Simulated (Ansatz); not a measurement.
This script makes a test of the smearing width of Cu, space group I4/mmm with the Ansatz DFT code, driven from Python.

`smear.py`:
```python
"""Smearing width test for Cu."""

import csv
import warnings

import ansatz as az

SETTINGS = {
    "mesh": (15, 15, 15),
    "tolerance": 1e-09,
    "functional": "LDA",
}


def main() -> None:
    warnings.simplefilter("ignore", az.DeckWarning)

    cu = (
        az.Lattice.from_parameters(2.88558664, 2.88558664, 2.7521629, alpha=90, beta=90, gamma=90)
        .space_group(139, hermann_mauguin="I4/mmm")
        .atom("Cu", (0.0, 0.0, 0.0))
        .primitive()
    )

    base = (
        cu.calculation()
        .kpoints(mesh=SETTINGS["mesh"], center="gamma")
        .scf(tolerance=SETTINGS["tolerance"])
        .basis(34 * az.Ry)
        .functional(SETTINGS["functional"])
        .forces()
        .stress()
    )

    rows = []
    for value in [0.5, 0.3, 0.2, 0.1]:
        r = base.occupations("cold", width=value).run().report
        rows.append((value, r["free_energy_ev"] / len(r["lattice"]["sites"]), r["n_iterations"], sum(r["stress_gpa"][i][i] for i in range(3)) / 3, max(abs(f) for row in r["forces_ev_ang"] for f in row), r["n_kpoints"]))

    with open("smear.csv", "w", newline="") as handle:
        writer = csv.writer(handle)
        writer.writerow(["width (eV)", "F/atom (eV)", "iterations", "P (GPa)", "max component (eV/A)", "k-points"])
        writer.writerows([round(v, 5) if isinstance(v, float) else v for v in row] for row in rows)

    # the last row is the reference
    for row in rows[:-1]:
        shift = 1000 * (row[1] - rows[-1][1])
        print(f"{row[0]}: {shift:+.2f} meV/atom" + ("  (within 2 meV)" if abs(shift) < 2 else ""))


if __name__ == "__main__":
    main()
```

How much does the free energy per atom change between the narrowest and the widest smearing, and why?

Going from 0.1 to 0.5 eV changes F by +3.2 meV an atom. This scheme is built to cancel the term in the square of the width, so the shifts stay small and are partly the mesh's error. The pressure moves from -7.82 to -7.82 GPa.

What the script printed:

```console
$ python smear.py
0.5: +3.24 meV/atom
0.3: +1.09 meV/atom  (within 2 meV)
0.2: +0.01 meV/atom  (within 2 meV)
```

`smear.csv`, as written:
```csv
width (eV),F/atom (eV),iterations,P (GPa),max component (eV/A),k-points
0.5,-6555.66904,6,-7.82096,0.0,288
0.3,-6555.67119,6,-7.77979,0.0,288
0.2,-6555.67226,6,-7.79989,0.0,288
0.1,-6555.67227,6,-7.82017,0.0,288
```

Notes:
- The run is spin-unpolarised.
- For a metal this k-point mesh is coarse: on a finer one energies can move by several to tens of meV an atom and pressures by half a GPa or more, differences at one mesh by less.
- The program warned that this SCF threshold is loose for forces or stresses.
- Forces vanish by symmetry here and test nothing.
- The narrowest width needs the finest mesh, so the last row is no converged reference.
- Pressure is positive in compression.
- At these settings the cell as given stands under about -8 GPa, so it isn't at this functional's equilibrium volume.
- This isn't the structure that Cu takes at ambient conditions.
- The script silences the warnings on its input, which a real study should read.
- It ran for 10 s on 1 thread of Arm Neoverse V2, with other jobs on the host, peak memory 0.38 GiB.
